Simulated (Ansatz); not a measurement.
## SrZn2Sb2 and its elements: a formation energy from the elements, step by step

Program: Ansatz 0.2.0 through its Python package.

Notebook, run cell by cell (the value of a cell's last expression is shown):

**Cell 1**
```python
from collections import Counter
import warnings

import ansatz as az
import numpy as np
```

**Cell 2**
```python
PHASES = {
    'SrZn2Sb2': (
        [(4.5, 0.0, 0.0), (-2.25, 3.897114, 0.0), (0.0, 0.0, 7.716)],
        [
            ('Sr', (0.0, 0.0, 0.0)),
            ('Zn', (1 / 3, 2 / 3, 0.6311)),
            ('Zn', (2 / 3, 1 / 3, 0.3689)),
            ('Sb', (1 / 3, 2 / 3, 0.2688)),
            ('Sb', (2 / 3, 1 / 3, 0.7312)),
        ],
    ),
    'Sr': (
        [(0.0, 3.04235, 3.04235), (3.04235, 0.0, 3.04235), (3.04235, 3.04235, 0.0)],
        [
            ('Sr', (0.0, 0.0, 0.0)),
        ],
    ),
    'Zn': (
        [(2.67, 0.0, 0.0), (-1.335, 2.312288, 0.0), (0.0, 0.0, 4.966)],
        [
            ('Zn', (1 / 3, 2 / 3, 0.25)),
            ('Zn', (2 / 3, 1 / 3, 0.75)),
        ],
    ),
    'Sb': (
        [(2.1542, 1.243728, 3.758), (-2.1542, 1.243728, 3.758), (0.0, -2.487456, 3.758)],
        [
            ('Sb', (0.23349, 0.23349, 0.23349)),
            ('Sb', (0.76651, 0.76651, 0.76651)),
        ],
    ),
}
```

**Cell 3**
```python
def build(vectors, sites):
    crystal = az.Crystal(lattice=az.Lattice.of(vectors))
    for symbol, position in sites:
        crystal = crystal.atom(symbol, position)
    return crystal
```

**Cell 4**
```python
def ground_state(name, crystal):
    calc = (
        crystal.calculation()
        .basis(510)
        .functional('lda')
        .kpoints(spacing=0.27)
        .occupations('cold', width=0.02)
        .stress()
    )
    calc = calc.relax(force_tolerance=0.01, fix_cell=['shape'])
    return calc.run()
```

**Cell 5**
```python
def counts(outcome):
    return Counter(site.symbol for site in outcome.lattice.sites)
```

**Cell 6**
```python
def formation_energy(outcome, mu):
    n = counts(outcome)
    return (outcome.report['energy_sigma0_ev'] - sum(k * mu[element] for element, k in n.items())) / sum(n.values())
```

**Cell 7**
```python
def volume_per_atom(outcome):
    return abs(np.linalg.det(outcome.lattice.cell_ang)) / len(outcome.lattice.sites)
```

**Cell 8**
```python
warnings.simplefilter('ignore', az.DeckWarning)

phases = {name: build(*cell) for name, cell in PHASES.items()}
```

**Cell 9**
```python
done = {name: ground_state(name, crystal) for name, crystal in phases.items()}
```
Output:
```text
RunWarning: on these k-points the computed levels leave a gap of 0.0481 eV at the electron count, 2.4 widths of the cold smearing (0.0200 eV); against the step filling of these same bands (every [...]
```

**Cell 10**
```python
# energy of one atom in its reference phase
references = {'Sr': 'Sr', 'Zn': 'Zn', 'Sb': 'Sb'}
mu = {element: done[name].report['energy_sigma0_ev'] / len(done[name].lattice.sites) for element, name in references.items()}
```

**Cell 11**
```python
target = done['SrZn2Sb2']
heat = formation_energy(target, mu)
n = counts(target)
print('cell content:', dict(n), ' volume', round(volume_per_atom(target), 3), 'A^3/atom')
print('formation energy', round(heat, 4), 'eV/atom,', round(heat * sum(n.values()), 4), 'eV per cell')
print('bound against the elements' if heat < 0 else 'unbound against the elements')
```
Output:
```text
cell content: {<Element.SR: 'Sr'>: 1, <Element.ZN: 'Zn'>: 2, <Element.SB: 'Sb'>: 2}  volume 25.459 A^3/atom
formation energy -0.4819 eV/atom, -2.4095 eV per cell
bound against the elements
```

Caveats:
- For the metals among these phases the mesh is modest: differences between phases can be off by up to 40 meV an atom.
- Atoms and volume are relaxed with the cell's shape held, which in cells of lower than cubic symmetry can hide stresses and shift volumes.
- The cells come from databases of deposited and of computed structures, and not all need be stable phases.
- Warnings are shown shortened and without file and line.
- The compound is the structure given, not necessarily its lowest; energies are at zero temperature, with no correction for gases. A semilocal functional's error on such energies is often 0.05 to 0.1 eV an atom, and 0.1 to 0.3 eV against gases such as O2 or F2.
- The script silences the warnings on its input, which a real study should read.
- Hardware and time: 65 s on 1 thread of Arm Neoverse V2, with other jobs on the host, peak memory 0.55 GiB.

(Lines on the test bed's own set-up are left out of the output.)
